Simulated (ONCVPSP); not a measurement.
# Pseudopotential generation for La: ONCV, PBE

Task: generate the file, and judge it by its errors in other configurations, its logarithmic derivatives, its ghosts and its cutoff.

Method: ONCVPSP 4.0.1, PBE, scalar-relativistic.

## (1) Starting point

The settings as typed:

```json
{
 "element": "lanthanum (La, Z = 57)",
 "type": "optimised norm-conserving Vanderbilt (ONCV)",
 "frozen core": "[Kr]",
 "valence charge": "21",
 "reference configuration": "4d10 5s2 5p6 5d1 6s2",
 "partial waves": "5s+6s: rc 2.30 bohr, ncon 4, nbas 9, qcut 5.3 1/bohr, 2 projectors; 5p: rc 1.95 bohr, ncon 3, nbas 7, qcut 3.5 1/bohr, 2 projectors, debl 0.6 Ha; 4d+5d: rc 1.00 bohr, ncon 5, nbas 9, qcut 14.8 1/bohr, 2 projectors; f scattering state at 0.03 Ha: rc 2.05 bohr, ncon 4, nbas 6, qcut 4.9 1/bohr, 1 projector",
 "local potential": "polynomial inside 0.85 bohr (lpopt 3, dvloc0 0 Ha)",
 "core correction": "Teter function, fcfact 3.5, rcfact 1.4"
}
```

The outer shells as boxes (Hund's rule for the drawing; the calculation is spin-unpolarised):

```
[Kr] core
4d [↑↓][↑↓][↑↓][↑↓][↑↓]
5s [↑↓]
5p [↑↓][↑↓][↑↓]
5d [↑ ][  ][  ][  ][  ]
6s [↑↓]
```

An earlier all-electron run gives the scale for the radii.

All-electron outer shells of the reference configuration (PBE, scalar-relativistic, ld1.x):

```csv
shell,level (eV),outermost node (bohr),outermost maximum (bohr)
4d,-103.85,0.32,0.68
5s,-38.92,0.77,1.41
5p,-22.40,0.83,1.58
4f,-4.35,–,0.75
6s,-3.68,1.86,3.84
5d,-3.09,0.95,2.21
6p,-1.35,2.21,4.93
```

## (2) The generation run

La.dat reads:

```
# ATOM AND REFERENCE CONFIGURATION
# atsym  z   nc   nv     iexc    psfile
  La 57.00    8    5        4      upf
#
#   n    l    f
    1    0    2.00
    2    0    2.00
    2    1    6.00
    3    0    2.00
    3    1    6.00
    3    2   10.00
    4    0    2.00
    4    1    6.00
    4    2   10.00
    5    0    2.00
    5    1    6.00
    5    2    1.00
    6    0    2.00
#
# PSEUDOPOTENTIAL AND OPTIMIZATION
# lmax
    3
#
#   l,   rc,      ep,       ncon, nbas, qcut
    0    2.30    0.00    4    9    5.30
    1    1.95    0.00    3    7    3.50
    2    1.00    0.00    5    9   14.80
    3    2.05    0.03    4    6    4.90
#
# LOCAL POTENTIAL
# lloc, lpopt,  rc(5),   dvloc0
    4    3    0.85    0.00
#
# VANDERBILT-KLEINMAN-BYLANDER PROJECTORs
# l, nproj, debl
    0    2    2.70
    1    2    0.60
    2    2    0.80
    3    1    0.80
#
# MODEL CORE CHARGE
# icmod, fcfact, rcfact
    3    3.50    1.40
#
# LOG DERIVATIVE ANALYSIS
# epsh1, epsh2, depsh
   -5.00    5.00    0.04
#
# OUTPUT GRID
# rlmax, drl
    6.00    0.01
#
# TEST CONFIGURATIONS
# ncnf
    4
# nvcnf
#   n    l    f
    5
    4    2   10.00
    5    0    2.00
    5    1    6.00
    5    2    1.00
    6    0    1.00
#
    5
    4    2   10.00
    5    0    2.00
    5    1    6.00
    5    2    1.00
    6    0    0.00
#
    5
    4    2   10.00
    5    0    2.00
    5    1    6.00
    5    2    0.00
    6    0    0.00
#
    5
    4    2    9.00
    5    0    2.00
    5    1    6.00
    5    2    1.00
    6    0    2.00
#
```

Run with:

```bash
oncvpsp.x < La.dat > La.out
```

Before running it: what results should come out? Wanted: cutoffs for 1 and 0.1 mHa per electron, occupied waves; bound ghosts; GHOST(+) flags; largest test error; largest phase difference near zero energy, channels read; rms error of d²Exc/dn², without and with the model core; projector energies reset by the program.

**Answer**, as computed:

```
                                                quantity                              value
  cutoffs for 1 and 0.1 mHa per electron, occupied waves                    75 Ha and 86 Ha
                                            bound ghosts    s at -287.02 eV, p at -44.62 eV
                                          GHOST(+) flags                        f at 127 eV
                            largest test error (AE − PS)  -305 meV, for 4d9 5s2 5p6 5d1 6s2
largest phase difference near zero energy, channels read                          0.060 rad
 rms error of d²Exc/dn², without and with the model core                  3.73 and 1.33 mHa
                 projector energies reset by the program  p: -0.823, 0.250 Ha; f: -0.160 Ha
```

**Reading.** A bound ghost (s, p) makes it unfit for use: electrons can fall into a state that the atom doesn't have. By total energies transferability is fair for so large an energy: the largest error is 305 meV on 113.0 eV, for 4d9 5s2 5p6 5d1 6s2. That test lies far up in energy; among those under 40 eV, nearer to bonding, the largest error is 3.5 meV. It counts as very hard, with 75 Ha needed at the looser tolerance. At the looser tolerance the 4d wave is the slowest; 5d needs 62 Ha. Near zero energy the largest phase difference among the channels read is 0.06 rad, in the f channel. The pseudo curves have a pole with no partner nearby in the atom's: p at -1.64 Ha. The program also flags highly localised states, GHOST(+) (f). These are tests on the free atom; a crystal test is still owed.
